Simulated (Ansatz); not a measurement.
# C₂H₅BClN: one species, many methods

The task here is to estimate one member of a computed series from the others.

Computed with Ansatz 0.2.0, Gaussian basis. Level: functionals in def2-TZVPP, the program's frozen cores in correlated methods.

Levels to be run: PBE-D4, r2SCAN-D4, PBE0-D4, B3LYP-D4, ωB97X-V, ωB97M-V, B2PLYP; CCSD(T)/def2-TZVPP; MP2/def2-QZVPP; extrapolation to the limit.

**The geometry**

An earlier PBE0-D4 in a triple-zeta def2 set relaxation fixed the geometry.

SMILES `C=NBCCl`, 10 atoms, charge 0, spin multiplicity 1.

Atoms are counted from 1 here; the program's logs count them from 0.

Bond lengths: C1–N2 1.239 Å, C1–H6 1.094 Å, C1–H7 1.094 Å, N2–B3 1.351 Å, B3–C4 1.578 Å, B3–H8 1.199 Å, C4–Cl5 1.784 Å, C4–H9 1.093 Å, C4–H10 1.093 Å. Angles: N2–C1–H6 121.4°, N2–C1–H7 121.4°, H6–C1–H7 117.1°, C1–N2–B3 178.1°, N2–B3–C4 122.5°, N2–B3–H8 118.7°, C4–B3–H8 118.8°, B3–C4–Cl5 115.5°, B3–C4–H9 110.1°, B3–C4–H10 110.1°, Cl5–C4–H9 107.0°, Cl5–C4–H10 107.0°, H9–C4–H10 106.7°.

The first run:

in.yaml

```yaml
crystal:
  periodic: [false, false, false]
  atoms:
    - {symbol: C, position_ang: [-0.277143, 1.697521, 1.146928]}
    - {symbol: N, position_ang: [-0.484064, 0.680641, 0.469886]}
    - {symbol: B, position_ang: [-0.666528, -0.433175, -0.272247]}
    - {symbol: C, position_ang: [0.538199, -1.268223, -0.857096]}
    - {symbol: Cl, position_ang: [2.164290, -0.642477, -0.472235]}
    - {symbol: H, position_ang: [-0.199194, 2.685480, 0.683769]}
    - {symbol: H, position_ang: [-0.166283, 1.646580, 2.234022]}
    - {symbol: H, position_ang: [-1.786205, -0.800992, -0.494804]}
    - {symbol: H, position_ang: [0.464651, -1.320423, -1.945936]}
    - {symbol: H, position_ang: [0.495379, -2.296134, -0.489286]}
basis:
  gaussian: {orbitals: def2-TZVPP}
hamiltonian: {xc: pbe, dispersion: d4}
output: {forces: true, orbitals: {seedname: orbitals}}
```

The run is started by

```
$ ansatz run in.yaml --threads 4 --pin off --events-out ev --progress --plain --max-ram 10444MiB
```

Among the steps run: PBE-D4 (GGA); r2SCAN-D4 (meta-GGA); PBE0-D4 (hybrid); B3LYP-D4 (hybrid); ωB97X-V (range-separated); ωB97M-V (range-separated); B2PLYP (double hybrid); CCSD(T) in def2-TZVPP; MP2 in def2-QZVPP.

One table of the session follows, with a row left open; its other results are not shown here.

```
            method  atomisation energy (kJ/mol)
            PBE-D4                            ?
         r2SCAN-D4                       3873.9
           PBE0-D4                       3894.6
          B3LYP-D4                       3875.7
           ωB97X-V                       3860.0
           ωB97M-V                       3874.4
            B2PLYP                       3824.6
     HF/def2-TZVPP                       2787.7
    MP2/def2-TZVPP                       3809.8
   CCSD/def2-TZVPP                       3665.9
CCSD(T)/def2-TZVPP                       3732.5
           MP2/CBS                       3911.2
       CCSD(T)/CBS                       3833.9
```

Estimate the missing values for PBE-D4.

The run gave: atomisation energy (kJ/mol): 3982.9. In the column «atomisation energy (kJ/mol)» it is the highest.

To keep in mind: Free atoms (2 C, 1 N, 1 B, 1 Cl, 5 H) were run apart at each level; the atomisation energy is their sum less the molecule, without zero-point or spin-orbit terms.
